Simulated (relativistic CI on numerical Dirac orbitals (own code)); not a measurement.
**Ions of ruthenium: ground levels and radial parameters**

Aim: one configuration for each member; how do the lowest level, the moment, the spin-orbit parameter and the size of the open shell change?

The numbers are computed with relativistic CI on numerical Dirac orbitals (own code) version 3 (Dirac-Coulomb-Breit CI, KLI orbitals optimised for each configuration, model QED (radiative potential, 1s self-energy scaled to tabulated hydrogen-like ionisation energies), valence Slater integrals scaled by 0.9), except any that are marked as measured or tabulated.

## Step 1: Starting point

```
members      : Ru²⁴⁺ [Ar] 3d2, Ru²⁵⁺ [Ar] 3d, Ru²⁷⁺ [Ne] 3s2 3p5, Ru²⁸⁺ [Ne] 3s2 3p4, Ru²⁹⁺ [Ne] 3s2 3p3, Ru³⁰⁺ [Ne] 3s2 3p2
Slater scale : 0.9
```

## Step 2: Ru²⁴⁺, [Ar] 3d2

The run's settings:

```ini
atom Ru  Z=44  charge=24  electrons=20
nucleus A=102  rms_radius_fm=4.4809
hamiltonian dirac-coulomb  breit=on  qed=on  c_scale=1
orbitals kli  potential=per-configuration
slater_scale 0.9
correlation none
mixing on
configurations
  [Ar] 3d2
end
```

Started as:

```bash
python run_levels.py task.json out
```

The settings of every run stand in task.json; they run in order.

## Step 3: Ru²⁵⁺, [Ar] 3d

Changes to the settings of step 2:

```diff
@@ -1,2 +1,2 @@
-atom Ru  Z=44  charge=24  electrons=20
+atom Ru  Z=44  charge=25  electrons=19
 nucleus A=102  rms_radius_fm=4.4809
@@ -8,3 +8,3 @@
 configurations
-  [Ar] 3d2
+  [Ar] 3d
 end
```

## Step 4: Ru²⁷⁺, [Ne] 3s2 3p5

Changes to the settings of step 3:

```diff
@@ -1,2 +1,2 @@
-atom Ru  Z=44  charge=25  electrons=19
+atom Ru  Z=44  charge=27  electrons=17
 nucleus A=102  rms_radius_fm=4.4809
@@ -8,3 +8,3 @@
 configurations
-  [Ar] 3d
+  [Ne] 3s2 3p5
 end
```

## Step 5: Ru²⁸⁺, [Ne] 3s2 3p4

The run's settings:

```ini
atom Ru  Z=44  charge=28  electrons=16
nucleus A=102  rms_radius_fm=4.4809
hamiltonian dirac-coulomb  breit=on  qed=on  c_scale=1
orbitals kli  potential=per-configuration
slater_scale 0.9
correlation none
mixing on
configurations
  [Ne] 3s2 3p4
end
```

## Step 6: Ru²⁹⁺, [Ne] 3s2 3p3

The run's settings:

```ini
atom Ru  Z=44  charge=29  electrons=15
nucleus A=102  rms_radius_fm=4.4809
hamiltonian dirac-coulomb  breit=on  qed=on  c_scale=1
orbitals kli  potential=per-configuration
slater_scale 0.9
correlation none
mixing on
configurations
  [Ne] 3s2 3p3
end
```

## Step 7: Ru³⁰⁺, [Ne] 3s2 3p2

The run's settings:

```ini
atom Ru  Z=44  charge=30  electrons=14
nucleus A=102  rms_radius_fm=4.4809
hamiltonian dirac-coulomb  breit=on  qed=on  c_scale=1
orbitals kli  potential=per-configuration
slater_scale 0.9
correlation none
mixing on
configurations
  [Ne] 3s2 3p2
end
```

(Steps that only read results are left out.)

Q: Predict the outcome of this session. Wanted: lowest levels; largest moment; ζ, first and last; <r>, first and last.

As calculated:

| quantity | value |
| --- | --- |
| lowest levels | Ru²⁴⁺ 3F2, Ru²⁵⁺ 2D3/2, Ru²⁷⁺ 2P°3/2, Ru²⁸⁺ 3P2, Ru²⁹⁺ 4S°3/2 + 2P°, Ru³⁰⁺ 3P0 |
| largest moment | 3.38 μB (Ru²⁸⁺) |
| ζ, first and last | 3d 18200, 3p 168000 cm⁻¹ |
| <r>, first and last | 3d 0.327, 3p 0.342 bohr |

In words: The open shell changes along the series (3d, 3p), so ζ and <r> compare only within one shell. The largest moment belongs to Ru²⁸⁺. For Ru²⁹⁺ the LS label holds under 70 % of the lowest level: spin-orbit coupling mixes terms.
